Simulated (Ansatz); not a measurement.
# CH₃FSiTe: small, medium and large basis sets

The task here is to estimate one member of a computed series from the others.

The runs use Ansatz 0.2.0, Gaussian basis; one geometry, several basis sets.

Plan: PBE0-D4/def2-SVP; ωB97M-V/def2-SVP; PBE0-D4/def2-QZVPP; ωB97M-V/def2-QZVPP; the functionals' def2-TZVPP values are taken from earlier runs.

1 further run of the same task is left out (for a known fault of the program).

### The relaxed structure

An earlier PBE0-D4 in a triple-zeta def2 set relaxation fixed the geometry. Te takes the def2 core potential; no spin-orbit term is included.

SMILES `FC1[SiH2][Te]1`, 7 atoms, charge 0, spin multiplicity 1.

Atoms are counted from 1 here; the program's logs count them from 0.

Bond lengths: F1–C2 1.359 Å, C2–Si3 1.860 Å, C2–Te4 2.233 Å, C2–H5 1.086 Å, Si3–Te4 2.434 Å, Si3–H6 1.479 Å, Si3–H7 1.481 Å. Angles: F1–C2–Si3 119.7°, F1–C2–Te4 115.3°, F1–C2–H5 110.7°, Si3–C2–Te4 72.3°, Si3–C2–H5 122.6°, Te4–C2–H5 109.6°, C2–Si3–Te4 60.9°, C2–Si3–H6 115.5°, C2–Si3–H7 118.6°, Te4–Si3–H6 118.7°, Te4–Si3–H7 119.8°, H6–Si3–H7 113.5°, C2–Te4–Si3 46.7°.

Set-up of the first run:

Contents of in.yaml:

```yaml
crystal:
  periodic: [false, false, false]
  atoms:
    - {symbol: F, position_ang: [-1.180018, -1.449381, 0.629295]}
    - {symbol: C, position_ang: [-0.359354, -0.808685, -0.244303]}
    - {symbol: Si, position_ang: [0.551214, 0.720076, 0.297684]}
    - {symbol: Te, position_ang: [-1.267179, 0.933224, -1.306248]}
    - {symbol: H, position_ang: [0.047445, -1.506458, -0.970980]}
    - {symbol: H, position_ang: [0.317529, 1.136789, 1.696954]}
    - {symbol: H, position_ang: [1.951662, 0.906436, -0.148102]}
basis:
  gaussian: {orbitals: def2-SVP}
hamiltonian: {xc: pbe0, dispersion: d4}
output: {orbitals: {seedname: orbitals}}
```

On the command line:

```console
> ansatz run in.yaml --threads 2 --pin off --events-out ev --progress --plain --max-ram 4352MiB
```

Among the steps run: PBE0-D4 in def2-SVP; ωB97M-V in def2-SVP; PBE0-D4 in def2-QZVPP; ωB97M-V in def2-QZVPP.

One of the session's tables, all rows but one given; the rest of the session is left out.

It belongs to the step «Functionals by basis». 

| functional | basis | HOMO (eV) |
| --- | --- | --- |
| PBE0-D4 | def2-SVP | -6.43 |
| PBE0-D4 | def2-TZVPP | ? |
| PBE0-D4 | def2-QZVPP | -6.53 |
| ωB97M-V | def2-SVP | -8.45 |
| ωB97M-V | def2-TZVPP | -8.56 |
| ωB97M-V | def2-QZVPP | -8.59 |

**Question.** Estimate the row for PBE0-D4, def2-TZVPP.

The run gave: HOMO (eV): -6.51. In the column «HOMO (eV)» it lies between PBE0-D4, def2-QZVPP (-6.53) and PBE0-D4, def2-SVP (-6.43).
